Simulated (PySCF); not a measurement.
# HgB: bond curves at several levels of theory

What are the lowest state that PBE0 finds, the bond length, vibrational wavenumber and bond energy of HgB, and how much do these hang on the method?

Program: PySCF 2.14.0. Level of theory: Hg def2-SVPD with ECP60, B def2-SVPD, scalar-relativistic core potentials. These are calculated values, not measurements.

### Step 1. The job

A driver script around PySCF takes these settings:

```yaml
atoms: Hg, B
charge: 0
basis: Hg def2-SVPD with ECP60, B def2-SVPD
Hamiltonian: scalar-relativistic core potentials
basis_functions: 55
electrons_treated: 25
masses_in_u: 201.9706, 11.0093
levels: PBE0, PBE, r²SCAN, PW91, TPSS, M06, HF, MP2, SCS-MP2
grid: 80 radial by 434 angular points
occupations: held fixed by the projection of orbital angular momentum
dissociation_limit: Hg + B, each in its ground configuration
starting_distance_in_angstrom: 2.190
values_of_2S_to_try: 1, 3
```

On the command line:

```sh
$ OMP_NUM_THREADS=1 python dia.py task.json out
```

The runs that follow: First curve: PBE0; Excited determinants; PBE (GGA); r²SCAN (meta-GGA); PW91 (GGA); TPSS (meta-GGA); M06; ROHF (mean field).

**Question.** What will these runs give? Wanted: for each run, Re; ωe; De; μ.

The runs gave:

Lowest PBE0 solution found, without spin–orbit coupling: ²Π (doublet), unpaired electrons π ↑. The other levels ran on it alone.

```
       level  Re (Å)  ωe (cm⁻¹)  De (eV)  μ (D)
    ROHF-MP2   2.460      157.1    0.187    n/a
ROHF-SCS-MP2   2.800       60.5    0.090    n/a
         PBE   2.321      295.8     0.51  -1.62
        PW91   2.321      295.1     0.52  -1.59
        TPSS   2.377      260.6    0.394  -1.68
      r²SCAN   2.328      288.8    0.476  -1.62
        PBE0   2.384      252.7    0.348  -1.63
         M06   2.563      171.2    0.231  -0.98
```

De is counted to Hg + B in their ground configurations. A positive dipole means Hg(−)B(+). No constants: ROHF (no minimum is bracketed among the points kept).

What this shows: Bond lengths run from 2.321 Å (PBE) to 2.800 Å (ROHF-SCS-MP2). Of the levels with a De here, ROHF-SCS-MP2 gives the least (0.090 eV) and PW91 the most (0.52 eV).

Correlated steps freeze 1 core orbital. Spin–orbit coupling is left out, which matters for elements this heavy, above all for dissociation energies. With spin–orbit coupling the term label itself may not hold.
